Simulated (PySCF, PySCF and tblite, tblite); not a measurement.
# C4H7BO3: a path driven as rotation about a bond, and NMR exchange, part 1 of 2

How fast is rotation about a bond in C4H7BO3 (`CC(=O)/C=C/B(O)O`), and when do the exchanging lines merge?

Computed with tblite 0.8.0 (tight binding) and PySCF 2.14.0 (DFT, with response routines of our own); each step states its level. Atoms count from 0 throughout.

### 1 The starting structure

15 atoms, charge 0, multiplicity 1; geometry from: force field or distance geometry start.

Bonds of the start (Å): B5–O6 1.47, B5–O7 1.46, C0–C1 1.49, C0–H10 1.11, C0–H8 1.11, C0–H9 1.11, C1–C3 1.48, C1–O2 1.26, C3–C4 1.34, C3–H11 1.09, C4–B5 1.57, C4–H12 1.09, O6–H13 0.99, O7–H14 0.98.

### 2 GFN2-xTB relaxation, start minimum

What the job is given:

```
{"job": {"xc": "GFN2-xTB", "basis": "xTB", "kind": "relax"}, "charge": 0, "multiplicity": 1}
C     -2.759600    -0.637400    -0.110200
C     -1.619400     0.234000     0.276400
O     -1.786300     1.168600     1.107600
C     -0.279700    -0.022100    -0.292300
C      0.786500     0.709100     0.042200
B      2.200800     0.428800    -0.576900
O      3.335500     1.278600    -0.199900
O      2.412400    -0.653400    -1.526300
H     -3.691200    -0.311500     0.407900
H     -2.561200    -1.690100     0.170900
H     -2.929100    -0.569500    -1.207800
H     -0.180600    -0.855400    -0.981100
H      0.693400     1.536000     0.742000
H      3.735700     0.826000     0.590200
H      2.638300    -1.433700    -0.971100
```

Launch:

```sh
OMP_NUM_THREADS=1 python ens_run.py task.json out
```

The driver reads the study from task.json and runs its stages one after another.

Log:

```text
step      E/eV     max force
  0    -695.23592    3.526
  1    -695.50510    3.581
  2    -695.65401    0.747
  3    -695.68141    0.651
  4    -695.70491    0.467
  5    -695.73647    0.474
  6    -695.76179    0.539
  7    -695.82568    0.864
  8    -695.88489    0.896
  9    -695.97532    1.088
 10    -696.08169    1.033
 11    -696.10256    1.704
 12    -696.20036    1.493
 13    -696.26072    0.890
 14    -696.32242    0.771
 15    -696.40990    1.022
 16    -696.46138    0.763
 17    -696.54228    0.534
 18    -696.59764    0.335
 19    -696.61326    0.366
 20    -696.62805    0.345
 21    -696.64447    0.570
 22    -696.66080    0.297
 23    -696.67846    0.288
 24    -696.68529    0.249
 25    -696.69338    0.170
 26    -696.69729    0.181
 27    -696.70082    0.138
 28    -696.70328    0.121
 29    -696.70505    0.115
 30    -696.70653    0.107
 31    -696.70835    0.125
 32    -696.71051    0.136
 33    -696.71285    0.138
 34    -696.71536    0.147
 35    -696.71837    0.163
 36    -696.72191    0.176
 37    -696.72526    0.164
 38    -696.72807    0.114
 39    -696.73064    0.132
 40    -696.73306    0.142
 41    -696.73528    0.105
 42    -696.73700    0.090
 43    -696.73804    0.077
 44    -696.73866    0.062
 45    -696.73906    0.039
 46    -696.73934    0.069
 47    -696.73955    0.033
 48    -696.73970    0.025
 49    -696.73979    0.028
 50    -696.73986    0.021
 51    -696.73993    0.019
 52    -696.73999    0.021
 53    -696.74004    0.018
 54    -696.74010    0.021
 55    -696.74015    0.019
 56    -696.74020    0.016
 57    -696.74024    0.015
 58    -696.74027    0.014
 59    -696.74031    0.015
 60    -696.74036    0.017
 61    -696.74041    0.019
 62    -696.74046    0.015
 63    -696.74049    0.016
 64    -696.74052    0.015
 65    -696.74056    0.019
 66    -696.74063    0.028
 67    -696.74070    0.032
 68    -696.74077    0.020
 69    -696.74082    0.020
 70    -696.74088    0.025
 71    -696.74097    0.028
 72    -696.74109    0.042
 73    -696.74125    0.039
 74    -696.74140    0.029
 75    -696.74152    0.021
 76    -696.74160    0.021
 77    -696.74165    0.021
 78    -696.74168    0.012
 79    -696.74169    0.011
 80    -696.74171    0.010
 81    -696.74172    0.012
 82    -696.74173    0.010
 83    -696.74174    0.006
 84    -696.74175    0.009
 85    -696.74176    0.011
 86    -696.74177    0.010
 87    -696.74178    0.006
 88    -696.74178    0.004
 89    -696.74178    0.004
 90    -696.74179    0.006
 91    -696.74179    0.007
 92    -696.74180    0.007
 93    -696.74181    0.006
 94    -696.74182    0.007
 95    -696.74184    0.011
 96    -696.74186    0.013
 97    -696.74189    0.011
 98    -696.74191    0.009
 99    -696.74193    0.009
100    -696.74194    0.007
101    -696.74195    0.008
102    -696.74196    0.007
103    -696.74196    0.005
104    -696.74197    0.003
105    -696.74197    0.002
```

Run time: 0.3 s. Hardware: 1 thread of AMD EPYC 9R45, shared host.

Relaxing gained 1.506 eV and moved the atoms by 0.38 Å on average (rms).

### 3 Relaxed scan, rotation

What the job is given:

```
{"job": {"xc": "GFN2-xTB", "basis": "xTB", "coordinate": [["t", [4, 5, 6, 13], 0.5], ["t", [7, 5, 6, 13], 0.5]], "kind": "drive"}, "charge": 0, "multiplicity": 1}
C     -2.822008    -0.596302    -0.154277
C     -1.717603     0.326772     0.301316
O     -1.921568     1.298818     0.992317
C     -0.370047    -0.061406    -0.168693
C      0.726403     0.629165     0.158108
B      2.182958     0.266787    -0.307630
O      3.193282     1.057151     0.122587
O      2.354093    -0.812000    -1.111620
H     -3.782037    -0.252889     0.221433
H     -2.625631    -1.602935     0.209634
H     -2.843862    -0.628326    -1.241776
H     -0.299769    -0.938843    -0.795403
H      0.589398     1.498151     0.790321
H      4.083267     0.840824    -0.158213
H      3.248711    -1.016979    -1.386284
```

Log:

```text
point  coordinate     E/eV
  0    104.600     -696.71788
  1    119.300     -696.65274
  2    134.100     -696.56115
  3    149.300     -696.46606
  4    164.600     -696.39830
  5    180.100     -696.38405
  6    195.600     -696.43100
  7    210.900     -696.52311
  8    225.900     -696.63142
  9    240.800     -696.72880
 10    255.400     -696.79733
 11    270.000     -696.82041
```

It took 0.66 s on 1 thread of AMD EPYC 9R45, shared host.

The highest point is number 5, 7.7 kcal/mol above the first.

### 4 Nudged elastic band, leg 1

The job, as its differences from that of step 3:

```diff
@@ -1,2 +1,2 @@
-{"job": {"xc": "GFN2-xTB", "basis": "xTB", "coordinate": [["t", [4, 5, 6, 13], 0.5], ["t", [7, 5, 6, 13], 0.5]], "kind": "drive"}, "charge": 0, "multiplicity": 1}
+{"job": {"xc": "GFN2-xTB", "basis": "xTB", "kind": "neb"}, "charge": 0, "multiplicity": 1}
 C     -2.822008    -0.596302    -0.154277
```

Log:

```text
image   E - E0 / eV
  0       0.0000
  1       0.0707
  2       0.2764
  3       0.3608
  4       0.0905
  5      -0.0584
  6      -0.0793
```

It took 0.71 s on 1 thread of AMD EPYC 9R45, shared host.

The highest point is number 3, 8.3 kcal/mol above the first.

### 5 Saddle search, leg 1

What the job is given:

```
{"job": {"xc": "GFN2-xTB", "basis": "xTB", "kind": "saddle"}, "charge": 0, "multiplicity": 1}
C     -2.803577    -0.577285     0.010561
C     -1.695006     0.346661     0.454853
O     -1.895271     1.335600     1.122921
C     -0.348274    -0.063866    -0.000064
C      0.764658     0.602015     0.325379
B      2.206329     0.157317    -0.135011
O      3.342360     0.711820     0.401215
O      2.285299    -0.879470    -0.993307
H     -3.762300    -0.237582     0.393820
H     -2.600655    -1.584871     0.367913
H     -2.834791    -0.605494    -1.077015
H     -0.289441    -0.947791    -0.618285
H      0.645926     1.474628     0.957584
H      3.811709     1.434312     0.003355
H      3.173033    -1.165994    -1.213918
```

Log:

```text
step      E/eV     max force
  0    -696.38121   0.0542
  1    -696.38392   0.1183
  2    -696.38299   0.0331
  3    -696.38423   0.0512
  4    -696.38450   0.0461
  5    -696.38462   0.0169
  6    -696.38466   0.0066
  7    -696.38466   0.0000
lowest wavenumbers (cm-1): -636.7 28.6 74.5 95.1 109.0 131.7
```

It took 1.4 s on 1 thread of AMD EPYC 9R45, shared host.

Point group C1; 1 imaginary mode, 637i cm⁻¹, carried by H13, O6. Steps downhill from it reached both ends.

### 6 Shieldings, start: BP86/pcSseg-1

What the job is given:

```
{"job": {"kind": "nmr", "xc": "BP86", "basis": "pcSseg-1", "pop": false}, "charge": 0, "multiplicity": 1}
C     -2.822008    -0.596302    -0.154277
C     -1.717603     0.326772     0.301316
O     -1.921568     1.298818     0.992317
C     -0.370047    -0.061406    -0.168693
C      0.726403     0.629165     0.158108
B      2.182958     0.266787    -0.307630
O      3.193282     1.057151     0.122587
O      2.354093    -0.812000    -1.111620
H     -3.782037    -0.252889     0.221433
H     -2.625631    -1.602935     0.209634
H     -2.843862    -0.628326    -1.241776
H     -0.299769    -0.938843    -0.795403
H      0.589398     1.498151     0.790321
H      4.083267     0.840824    -0.158213
H      3.248711    -1.016979    -1.386284
```

Log:

```text
coarse grid: 13032 points
cycle   1  E = -406.7855908415  dE =  1.132e+00  |g| = 1.324e+00  |ddm| = 3.515e+00
cycle   2  E = -405.4967774200  dE =  1.289e+00  |g| = 2.812e+00  |ddm| = 4.914e+00
cycle   3  E = -407.0205990937  dE = -1.524e+00  |g| = 6.515e-01  |ddm| = 4.437e+00
cycle   4  E = -407.1094395910  dE = -8.884e-02  |g| = 1.389e-01  |ddm| = 6.678e-01
cycle   5  E = -407.1113543023  dE = -1.915e-03  |g| = 7.895e-02  |ddm| = 1.378e-01
cycle   6  E = -407.1126687280  dE = -1.314e-03  |g| = 2.087e-02  |ddm| = 7.996e-02
cycle   7  E = -407.1127529654  dE = -8.424e-05  |g| = 1.115e-02  |ddm| = 2.389e-02
cycle   8  E = -407.1127852003  dE = -3.223e-05  |g| = 2.317e-03  |ddm| = 9.771e-03
cycle   9  E = -407.1127864599  dE = -1.260e-06  |g| = 6.151e-04  |ddm| = 2.698e-03
final grid: 127272 points
cycle  10  E = -407.2188960675  dE = -6.005e-05  |g| = 8.909e-03  |ddm| = 3.646e-02
cycle  11  E = -407.2188075204  dE =  8.855e-05  |g| = 2.274e-02  |ddm| = 2.459e-02
cycle  12  E = -407.2189093863  dE = -1.019e-04  |g| = 3.830e-03  |ddm| = 2.197e-02
cycle  13  E = -407.2189125385  dE = -3.152e-06  |g| = 6.173e-04  |ddm| = 3.828e-03
cycle  14  E = -407.2189126274  dE = -8.885e-08  |g| = 2.817e-04  |ddm| = 5.993e-04
cycle  15  E = -407.2189126957  dE = -6.834e-08  |g| = 6.546e-05  |ddm| = 2.179e-04
cycle  16  E = -407.2189126965  dE = -7.492e-10  |g| = 2.591e-05  |ddm| = 5.875e-05
converged SCF energy = -407.2189126965

GIAO shielding tensors (ppm)
atom      isotropic    diamagn.    paramagn.     s11        s22        s33       span
  0 C      147.021     252.847    -105.827    127.493    129.528    184.041     56.548
  1 C      -14.548     247.296    -261.845    -96.934    -41.961     95.250    192.184
  2 O     -309.893     401.757    -711.650   -911.191   -380.875    362.386   1273.577
  3 C       35.076     261.197    -226.120    -76.299     46.687    134.841    211.140
  4 C       39.325     256.411    -217.086    -62.604      3.815    176.763    239.366
  5 B       72.514     196.198    -123.685     57.623     72.014     87.904     30.281
  6 O      198.869     382.812    -183.944    108.427    238.328    249.851    141.424
  7 O      212.991     387.634    -174.643    122.510    257.616    258.847    136.337
  8 H       29.741      27.648       2.093     26.805     28.304     34.114      7.309
  9 H       29.289      30.060      -0.771     26.580     29.129     32.158      5.579
 10 H       29.285      29.689      -0.403     26.541     29.144     32.170      5.629
 11 H       24.634      35.874     -11.240     19.957     23.289     30.656     10.699
 12 H       24.618      33.123      -8.505     22.174     23.574     28.106      5.932
 13 H       28.046      29.353      -1.306     23.307     24.109     36.723     13.416
 14 H       28.437      30.447      -2.010     23.562     24.254     37.495     13.933
```

Wall time 16 s (1 thread of AMD EPYC 9R45, shared host); peak memory 0.65 GiB.

Key values: HOMO -5.62 eV, LUMO -2.86 eV; dipole 5.02 D.

(Continued in part 2 of 2.)
